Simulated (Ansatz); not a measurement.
This was printed by a script on the Python package of Ansatz (0.2.0), for a convergence test of the plane-wave cutoff of ZnS, space group P6_3mc. What did the script look like? Level of theory (first run): PBE, PAW, cutoff 300 eV, 6×6×4 k-points, fixed occupations. The script varies cutoff (eV): 300, 400, 500, 600.

`zns.xyz`
```text
4
Lattice="3.811 0.0 0.0 -1.9055 3.30042281 0.0 0.0 0.0 6.234" Properties=species:S:1:pos:R:3 pbc="T T T"
Zn   -0.00000000    2.20028188    0.00000000
Zn    1.90550000    1.10014094    3.11700000
S    -0.00000000    2.20028188    2.40009000
S     1.90550000    1.10014094    5.51709000
```

`python ecut_zns.py` gives:
```text
DeckWarning: basis.ecutwfc = 300 eV is below the records' recommended 420 eV, and the density's cutoff is lower with it unless basis.ecutrho_ratio is high enough to keep the records' density cutoff: compare with a run at a higher cutoff
DeckWarning: basis.ecutwfc = 400 eV is below the records' recommended 420 eV, and the density's cutoff is lower with it unless basis.ecutrho_ratio is high enough to keep the records' density cutoff: compare with a run at a higher cutoff
 cutoff (eV)  F/atom (eV)  iterations  plane waves
         300  -2111.29144           6          941
         400  -2111.35368           6         1389
         500  -2111.35574           7         1973
         600  -2111.35598           7         2623
300: +64.54 meV/atom
400: +2.30 meV/atom
500: +0.24 meV/atom  (within 1 meV)
```
(Warnings from the package without file and line.)

One script that gives this output:

The script, `ecut_zns.py`:
```python
"""Cutoff test for ZnS."""

import ansatz as az
import pandas as pd

SMEARING = "fixed"
KGRID = (6, 6, 4)
XC = "PBE"


def main() -> None:
    zns = az.Crystal.from_extxyz("zns.xyz")

    calc = (
        zns.calculation()
        .occupations(SMEARING)
        .kpoints(*KGRID)
        .functional(XC)
    )

    rows = []
    for value in [300, 400, 500, 600]:
        summary = calc.basis(value).run().report
        rows.append((value, summary["free_energy_ev"] / len(summary["lattice"]["sites"]), summary["n_iterations"], summary["n_pw"]))

    table = pd.DataFrame(rows, columns=["cutoff (eV)", "F/atom (eV)", "iterations", "plane waves"])
    print(table.round(5).to_string(index=False))

    # the last row is the reference
    for row in rows[:-1]:
        shift = 1000 * (row[1] - rows[-1][1])
        print(f"{row[0]}: {shift:+.2f} meV/atom" + ("  (within 1 meV)" if abs(shift) < 1 else ""))


if __name__ == "__main__":
    main()
```

From 500 eV on it stays within 1 meV an atom of the value at 600 eV; the first row (300 eV) is off by 64.5 meV and the last but one by 0.24 meV. The energy falls steadily, as expected when plane waves are added.

Notes:
- The starting cell is as deposited in a crystallographic database; the results hold for this polymorph, which needn't be the stable one.
- Shifts are counted from the last row, which is itself no proven limit.
- Finished in 15 s on 1 thread of Arm Neoverse V1, on a shared host, peak memory 0.44 GiB.
